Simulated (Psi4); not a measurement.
**SnNH4Cl (SMILES [NH2][SnH2][Cl]) at TPSSh/def2-SVP (density fitting, core potential, sweep point 5)**

Wanted: energy and forces of SnNH4Cl. 

The results are computed with Psi4 1.11.

5 further runs of the same task are left out: 5 set aside as unsound or not needed.

## Step 1: The molecule

SnNH4Cl: 7 atoms, total charge 0, spin state singlet. SMILES: `[NH2][SnH2][Cl]`. Geometry: relaxed at PBE0-D4/def2-TZVP. This is one conformer, not always the lowest.

Bond lengths: N1–Sn2 2.002 Å, Sn2–Cl3 2.335 Å, N1–H4 1.009 Å, N1–H5 1.009 Å, Sn2–H6 1.700 Å, Sn2–H7 1.700 Å. Angles: N1–Sn2–Cl3 106.6°, N1–Sn2–H6 110.9°, N1–Sn2–H7 110.9°, Cl3–Sn2–H6 105.3°, Cl3–Sn2–H7 105.3°, Sn2–N1–H4 116.4°, Sn2–N1–H5 116.4°, H6–Sn2–H7 117.0°, H4–N1–H5 109.9°.

## Step 2: Energy and gradient at TPSSh/def2-SVP (density fitting, core potential, sweep point 5)

Input file run.py:

```python
import psi4

psi4.set_memory(1600000000)
psi4.set_num_threads(1)
psi4.set_output_file('run.log', False)

molecule = psi4.geometry("""
0 1
N     -0.972800    -0.020100    -0.835200
Sn     0.562300     0.041400     0.449100
Cl     0.846400    -2.133500     1.251000
H     -1.803500     0.485500    -0.566500
H     -0.756400     0.165200    -1.803000
H      0.172800     0.976800     1.814600
H      2.012400     0.416800    -0.355700
symmetry c1
""")

psi4.set_options({
    'basis': 'def2-SVP',
    'scf_type': 'df',
    'guess': 'modhuckel',
})

e, wfn = psi4.gradient('TPSSH', molecule=molecule, return_wfn=True)
print('gradient / Eh bohr^-1')
print(e.np.round(6))
print(f'energy = {wfn.energy():.10f} Eh')
for k, v in sorted(psi4.core.scalar_variables().items()):
    print(f'{k:45s} {v:18.10f}')
```

Run with:

```bash
$ python run.py
```

Q: Predict the results. Wanted: total energy; dipole moment; HOMO energy; LUMO energy; HOMO–LUMO gap; largest force on an atom.

**Answer.** As computed:

At TPSSh/def2-SVP (density fitting, core potential, sweep point 5):

| quantity | value |
| --- | --- |
| total energy | -731.43738 Eh |
| dipole moment | 3.62 D |
| HOMO energy | -6.62 eV |
| LUMO energy | -0.55 eV |
| HOMO–LUMO gap | 6.07 eV |
| largest force on an atom | 0.559 eV/Å |

The largest force is 0.56 eV/Å: the shape isn't a stationary point for this species at this level.
